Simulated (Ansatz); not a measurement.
# C8H18O: basis-set convergence

Aim: see how fast density functionals converge with the basis set for C8H18O.

The runs use Ansatz 0.2.0, Gaussian basis; one geometry, several basis sets.

The runs, in order: PBE0-D4/def2-SVP; ωB97M-V/def2-SVP; PBE0-D4/def2-QZVPP; ωB97M-V/def2-QZVPP; the functionals' def2-TZVPP values are taken from earlier runs.

### Step 1. Structure used throughout

An earlier PBE0-D4 in a triple-zeta def2 set relaxation fixed the geometry.

SMILES `CC(C)(C)OC(C)(C)C`, 27 atoms, charge 0, spin multiplicity 1.

Atoms are counted from 1 here; the program's logs count them from 0.

Bond lengths: C1–C2 1.524 Å, C1–H10 1.092 Å, C1–H11 1.092 Å, C1–H12 1.092 Å, C2–C3 1.528 Å, C2–C4 1.524 Å, C2–O5 1.427 Å, C3–H13 1.089 Å, C3–H14 1.093 Å, C3–H15 1.092 Å, C4–H16 1.091 Å, C4–H17 1.091 Å, C4–H18 1.093 Å, O5–C6 1.427 Å, C6–C7 1.524 Å, C6–C8 1.528 Å, C6–C9 1.524 Å, C7–H19 1.092 Å and more. Angles: C2–C1–H10 110.2°, C2–C1–H11 110.9°, C2–C1–H12 110.0°, H10–C1–H11 108.8°, H10–C1–H12 108.2°, H11–C1–H12 108.7°, C1–C2–C3 108.8°, C1–C2–C4 108.9°, C1–C2–O5 102.5°, C3–C2–C4 110.4°, C3–C2–O5 111.4°, C4–C2–O5 114.5°, C2–C3–H13 112.5°, C2–C3–H14 109.9°, C2–C3–H15 109.8°, H13–C3–H14 107.7°, H13–C3–H15 108.6°, H14–C3–H15 108.2° and more.

### Step 2. PBE0-D4 in def2-SVP

Contents of in.yaml:

```yaml
crystal:
  periodic: [false, false, false]
  atoms:
    - {symbol: C, position_ang: [-0.461781, -1.235883, -2.225845]}
    - {symbol: C, position_ang: [-0.167137, -1.034633, -0.744469]}
    - {symbol: C, position_ang: [1.024582, -1.908909, -0.357165]}
    - {symbol: C, position_ang: [-1.398534, -1.429620, 0.061821]}
    - {symbol: O, position_ang: [0.162788, 0.352725, -0.680543]}
    - {symbol: C, position_ang: [0.221411, 1.163682, 0.492734]}
    - {symbol: C, position_ang: [0.995372, 2.384841, 0.011544]}
    - {symbol: C, position_ang: [-1.172656, 1.607595, 0.933282]}
    - {symbol: C, position_ang: [0.970577, 0.533047, 1.660436]}
    - {symbol: H, position_ang: [-1.307816, -0.616124, -2.528610]}
    - {symbol: H, position_ang: [-0.696875, -2.281286, -2.436940]}
    - {symbol: H, position_ang: [0.405279, -0.944502, -2.821521]}
    - {symbol: H, position_ang: [1.219229, -1.897921, 0.714571]}
    - {symbol: H, position_ang: [0.836673, -2.945091, -0.649324]}
    - {symbol: H, position_ang: [1.920744, -1.564331, -0.877085]}
    - {symbol: H, position_ang: [-2.260467, -0.820850, -0.216194]}
    - {symbol: H, position_ang: [-1.238176, -1.341686, 1.137117]}
    - {symbol: H, position_ang: [-1.640858, -2.474416, -0.146832]}
    - {symbol: H, position_ang: [0.480462, 2.843080, -0.834869]}
    - {symbol: H, position_ang: [1.994969, 2.091942, -0.314888]}
    - {symbol: H, position_ang: [1.087509, 3.125629, 0.808690]}
    - {symbol: H, position_ang: [-1.731587, 1.980146, 0.072492]}
    - {symbol: H, position_ang: [-1.741424, 0.800643, 1.393657]}
    - {symbol: H, position_ang: [-1.092212, 2.415616, 1.664704]}
    - {symbol: H, position_ang: [1.973553, 0.224276, 1.361224]}
    - {symbol: H, position_ang: [0.446316, -0.329014, 2.074833]}
    - {symbol: H, position_ang: [1.068262, 1.270345, 2.460876]}
basis:
  gaussian: {orbitals: def2-SVP}
hamiltonian: {xc: pbe0, dispersion: d4}
output: {orbitals: {seedname: orbitals}}
```

Command:

```console
$ ansatz run in.yaml --threads 5 --pin off --events-out ev --progress --plain --max-ram 66560MiB --backend cpu
```

After this run come: ωB97M-V in def2-SVP; PBE0-D4 in def2-QZVPP; ωB97M-V in def2-QZVPP.

**Question.** What will the summary of the whole plan be? Wanted: PBE0-D4: double and triple zeta above quadruple; ωB97M-V: double and triple zeta above quadruple.

**Answer**, as computed:

| quantity | value |
| --- | --- |
| PBE0-D4: double and triple zeta above quadruple | 12.21, 0.59 eV |
| ωB97M-V: double and triple zeta above quadruple | 12.90, 0.58 eV |

PBE0-D4 gains 11.61 eV from double to triple zeta, then 0.59 eV more. Total energies overstate the basis error of differences, where much of it tends to cancel. The LUMO of ωB97M-V is positive and keeps falling with the basis (3.16 to 1.63 eV): an unbound level that the basis holds in place.
